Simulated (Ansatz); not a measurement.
# GaH₄+ (singlet): from Hartree-Fock to the top rungs at distance H3–H5 = 1.227 Å, cc-pVDZ

An exercise on one series of results from a longer session: the logs are not shown, and one member is left open.

The runs use Ansatz 0.2.0, Gaussian basis; cc-pVDZ, core rule «outside noble gas», up to 14 orbitals frozen.

To be run: UHF; CCSD(T) on RHF; BCCD(T) on RHF; CISD; CCSDT(Q) on RHF; CASSCF and MRCISD+Q, 2 electrons in 2 orbitals; CASSCF and NEVPT2, 2 electrons in 2 orbitals; Full CI.

45 further runs of the same task are left out: 24 for a known fault of the program, 16 that didn't finish, 5 set aside as unsound or not needed.

## The geometry

The geometry derives from a PBE0/def2-TZVP stationary point (not a proven minimum). One bond is set to the value named and the two fragments are kept rigid. No spin-orbit coupling is included. The filled d shell of Ga may be among the frozen orbitals whatever the setting's name suggests; the logs give the count.

5 atoms, charge 1, spin multiplicity 1.

Atoms are counted from 1 here; the program's logs count them from 0.

Bond lengths: Ga1–H2 1.527 Å, Ga1–H4 1.527 Å. Angles: H2–Ga1–H4 169.3°.

The first run:

in.yaml reads:

```yaml
crystal:
  periodic: [false, false, false]
  atoms:
    - {symbol: Ga, position_ang: [0.000000, 0.006313, -0.055194]}
    - {symbol: H, position_ang: [0.000000, 1.526986, -0.197915]}
    - {symbol: H, position_ang: [0.000000, 0.388835, 2.106890]}
    - {symbol: H, position_ang: [0.000000, -1.514360, -0.197915]}
    - {symbol: H, position_ang: [0.000000, -0.838165, 2.106890]}
basis:
  gaussian: {orbitals: cc-pVDZ}
total_charge: 1
magnetization: {spin_polarized: true, initial_magnetization: 0}
hamiltonian: {xc: hf}
output: {orbitals: {seedname: orbitals}}
```

Command:

```
$ ansatz run in.yaml --threads 1 --pin off --events-out ev --progress --plain --max-ram 2393MiB
```

Steps of the session up to this table: UHF; CCSD(T) on RHF; BCCD(T) on RHF; CISD; CCSDT(Q) on RHF; CASSCF and MRCISD+Q, 2 electrons in 2 orbitals; CASSCF and NEVPT2, 2 electrons in 2 orbitals; Full CI.

One of the session's tables, all rows but one given; the rest of the session is left out.

```
     method  from FCI (meV)
        RHF         +3121.1
       RMP2               ?
      RCCSD           +44.0
   RCCSD(T)           +11.6
    BCCD(T)           +11.4
     RCCSDT            +1.4
  RCCSDT(Q)            +0.4
CASSCF pair         +2222.0
NEVPT2 pair          +614.4
        FCI               0
```

Q: Estimate the row for RMP2 from the others.

**Answer.** from FCI (meV): +846.5. In the column «from FCI (meV)» it lies between NEVPT2 pair (+614.4) and CASSCF pair (+2222.0).

Not comparable, so not listed: CISD; CASSCF and MRCISD+Q, 2 electrons in 2 orbitals (they don't share determinant, frozen orbitals or solution with the rows shown, or repeat one).

To keep in mind: Warnings in the runs' records: passed over end.
